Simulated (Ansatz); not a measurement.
# C3H6InN: a ladder of functionals and wavefunction methods

One table from this session's results is given with a row withheld; the runs are named, their logs left out.

The runs use Ansatz 0.2.0, Gaussian basis; functionals in def2-TZVPP, the program's frozen cores in correlated methods.

Plan: LDA (SPW92), PBE-D4, revPBE-D4, BLYP-D4, r2SCAN-D4, B97M-V, PBE0-D4, B3LYP-D4, r2SCANh-D4, r2SCAN0-D4, HSE06-D4, BHLYP-D4, CAM-B3LYP-D4, LC-ωPBE, ωB97X-V, ωB97M-V, B2PLYP, PBE-QIDH; CCSD(T)/def2-SVP; CCSD(T)/def2-TZVPP; MP2/def2-QZVPP; extrapolation to the limit; RPA on PBE.

### Structure used throughout

An earlier PBE0-D4 in a triple-zeta def2 set relaxation fixed the geometry. In takes the def2 core potential; no spin-orbit term is included.

SMILES `C=C/C=[N]\[InH2]`, 11 atoms, charge 0, spin multiplicity 1.

Atoms are counted from 1 here; the program's logs count them from 0.

Bond lengths: C1–C2 1.329 Å, C1–H6 1.083 Å, C1–H7 1.086 Å, C2–C3 1.467 Å, C2–H8 1.089 Å, C3–N4 1.254 Å, C3–H9 1.105 Å, N4–In5 2.029 Å, In5–H10 1.713 Å, In5–H11 1.713 Å. Angles: C2–C1–H6 122.1°, C2–C1–H7 120.8°, H6–C1–H7 117.1°, C1–C2–C3 122.7°, C1–C2–H8 121.0°, C3–C2–H8 116.3°, C2–C3–N4 127.3°, C2–C3–H9 113.3°, N4–C3–H9 119.4°, C3–N4–In5 141.0°, N4–In5–H10 115.0°, N4–In5–H11 115.0°, H10–In5–H11 129.1°.

Set-up of the first run:

The input, in.yaml:

```yaml
crystal:
  periodic: [false, false, false]
  atoms:
    - {symbol: C, position_ang: [-0.262192, -0.992006, 2.114891]}
    - {symbol: C, position_ang: [0.053873, -0.359593, 0.989081]}
    - {symbol: C, position_ang: [-0.799597, -0.391539, -0.204141]}
    - {symbol: N, position_ang: [-0.587027, 0.169323, -1.305821]}
    - {symbol: In, position_ang: [0.777999, 1.345393, -2.238106]}
    - {symbol: H, position_ang: [0.375279, -0.961768, 2.990081]}
    - {symbol: H, position_ang: [-1.181014, -1.565260, 2.191334]}
    - {symbol: H, position_ang: [0.974272, 0.216365, 0.907992]}
    - {symbol: H, position_ang: [-1.719999, -0.988398, -0.068291]}
    - {symbol: H, position_ang: [0.438663, 3.023916, -2.190455]}
    - {symbol: H, position_ang: [1.929754, 0.503566, -3.186554]}
basis:
  gaussian: {orbitals: def2-TZVPP}
hamiltonian: {xc: lda}
output: {orbitals: {seedname: orbitals}}
```

The run is started by

```bash
ansatz run in.yaml --threads 4 --pin off --events-out ev --progress --plain --max-ram 10444MiB
```

Steps of the session up to this table: LDA; PBE-D4 (GGA); revPBE-D4 (GGA); BLYP-D4 (GGA); r2SCAN-D4 (meta-GGA); B97M-V (meta-GGA); B3LYP-D4 (hybrid); r2SCANh-D4 (hybrid); r2SCAN0-D4 (hybrid); HSE06-D4 (hybrid); BHLYP-D4 (hybrid); CAM-B3LYP-D4 (range-separated); LC-ωPBE (range-separated); ωB97X-V (range-separated); ωB97M-V (range-separated); B2PLYP (double hybrid); PBE-QIDH (double hybrid).

One of the session's tables, all rows but one given; the rest of the session is left out.

It belongs to the step «Frontier levels by functional». 

| functional | HOMO (eV) | LUMO (eV) | gap (eV) |
| --- | --- | --- | --- |
| LDA (SPW92) | -5.36 | -2.55 | 2.80 |
| PBE-D4 | -5.16 | -2.29 | 2.87 |
| revPBE-D4 | -5.08 | -2.19 | 2.89 |
| BLYP-D4 | -5.06 | -2.14 | 2.92 |
| r2SCAN-D4 | -5.34 | -2.11 | 3.23 |
| B97M-V | -5.45 | -2.15 | 3.30 |
| PBE0-D4 | -6.33 | -1.44 | 4.89 |
| B3LYP-D4 | -6.14 | -1.70 | 4.45 |
| r2SCANh-D4 | -5.78 | -1.72 | 4.06 |
| r2SCAN0-D4 | -6.47 | -1.28 | 5.19 |
| HSE06-D4 | -5.93 | -1.79 | 4.14 |
| BHLYP-D4 | -7.48 | -0.83 | 6.65 |
| CAM-B3LYP-D4 | -7.67 | -0.66 | 7.01 |
| LC-ωPBE | -8.94 | 0.42 | 9.37 |
| ωB97X-V | -8.63 | 0.29 | 8.92 |
| ωB97M-V | ? | ? | ? |

Q: Estimate the row for ωB97M-V from the others.

As computed: HOMO (eV): -8.57; LUMO (eV): 0.01; gap (eV): 8.58. In the column «HOMO (eV)» it lies between ωB97X-V (-8.63) and CAM-B3LYP-D4 (-7.67).
